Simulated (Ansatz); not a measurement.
# FHMoOS2: a ladder of functionals and wavefunction methods

One table from this session's results is given with a row withheld; the runs are named, their logs left out.

The runs use Ansatz 0.2.0, Gaussian basis; functionals in def2-TZVPP, the program's frozen cores in correlated methods.

The runs, in order: LDA (SPW92), PBE-D4, revPBE-D4, BLYP-D4, r2SCAN-D4, B97M-V, PBE0-D4, B3LYP-D4, r2SCANh-D4, r2SCAN0-D4, HSE06-D4, BHLYP-D4, CAM-B3LYP-D4, LC-ωPBE, ωB97X-V, ωB97M-V, B2PLYP, PBE-QIDH; CCSD(T)/def2-SVP; CCSD(T)/def2-TZVPP; MP2/def2-QZVPP; extrapolation to the limit; RPA on PBE.

## Structure used throughout

The geometry comes from an earlier relaxation with PBE0-D4 in a triple-zeta def2 set; it is a stationary point. Mo takes the def2 core potential; no spin-orbit term is included.

SMILES `[OH][Mo]([F])(=[S])=[S]`, 6 atoms, charge 0, spin multiplicity 1.

Atoms are counted from 1 here; the program's logs count them from 0.

Bond lengths: O1–Mo2 1.851 Å, O1–H6 0.963 Å, Mo2–F3 1.837 Å, Mo2–S4 2.093 Å, Mo2–S5 2.093 Å. Angles: Mo2–O1–H6 121.4°, O1–Mo2–F3 111.4°, O1–Mo2–S4 108.2°, O1–Mo2–S5 109.5°, F3–Mo2–S4 109.7°, F3–Mo2–S5 109.4°, S4–Mo2–S5 108.6°.

Set-up of the first run:

in.yaml reads:

```yaml
crystal:
  periodic: [false, false, false]
  atoms:
    - {symbol: O, position_ang: [-1.137107, 0.425121, 0.850714]}
    - {symbol: Mo, position_ang: [0.238899, -0.292582, -0.158486]}
    - {symbol: F, position_ang: [1.411277, -1.245480, 0.886533]}
    - {symbol: S, position_ang: [-0.600718, -1.551563, -1.604834]}
    - {symbol: S, position_ang: [1.268113, 1.248529, -1.131131]}
    - {symbol: H, position_ang: [-1.138365, 1.351976, 1.111003]}
basis:
  gaussian: {orbitals: def2-TZVPP}
hamiltonian: {xc: lda}
output: {orbitals: {seedname: orbitals}}
```

Started as:

```sh
ansatz run in.yaml --threads 4 --pin off --events-out ev --progress --plain --max-ram 10444MiB
```

Among the steps run: LDA; PBE-D4 (GGA); revPBE-D4 (GGA); BLYP-D4 (GGA); r2SCAN-D4 (meta-GGA); B97M-V (meta-GGA); B3LYP-D4 (hybrid); r2SCANh-D4 (hybrid); r2SCAN0-D4 (hybrid); HSE06-D4 (hybrid); BHLYP-D4 (hybrid); CAM-B3LYP-D4 (range-separated); LC-ωPBE (range-separated); ωB97X-V (range-separated); ωB97M-V (range-separated); B2PLYP (double hybrid); PBE-QIDH (double hybrid).

One table of the session follows, with a row left open; its other results are not shown here.

It belongs to the step «Frontier levels by functional». 

| functional | HOMO (eV) | LUMO (eV) | gap (eV) |
| --- | --- | --- | --- |
| LDA (SPW92) | -6.62 | -4.16 | 2.46 |
| PBE-D4 | -6.46 | -3.99 | 2.48 |
| revPBE-D4 | -6.41 | -3.92 | 2.48 |
| BLYP-D4 | -6.29 | -3.84 | 2.44 |
| r2SCAN-D4 | -6.75 | -4.02 | 2.72 |
| B97M-V | -6.79 | -3.97 | 2.82 |
| PBE0-D4 | -7.59 | -3.38 | 4.20 |
| B3LYP-D4 | ? | ? | ? |
| r2SCANh-D4 | -7.16 | -3.78 | 3.38 |
| r2SCAN0-D4 | -7.77 | -3.41 | 4.37 |
| HSE06-D4 | -7.20 | -3.76 | 3.44 |
| BHLYP-D4 | -8.54 | -2.60 | 5.94 |
| CAM-B3LYP-D4 | -8.76 | -2.36 | 6.39 |
| LC-ωPBE | -10.02 | -1.40 | 8.62 |
| ωB97X-V | -9.70 | -1.41 | 8.29 |
| ωB97M-V | -9.54 | -1.38 | 8.15 |

Q: Estimate the row for B3LYP-D4 from the others.

Worked estimate for «HOMO (eV)». Against the share of exact exchange, BLYP-D4 (0, -6.29), BHLYP-D4 (0.5, -8.54) give a slope of -4.50 per unit share; at 0.2 the line stands at -7.19.

As computed: HOMO (eV): -7.35; LUMO (eV): -3.53; gap (eV): 3.82. In «HOMO (eV)» the line misses by +0.16.
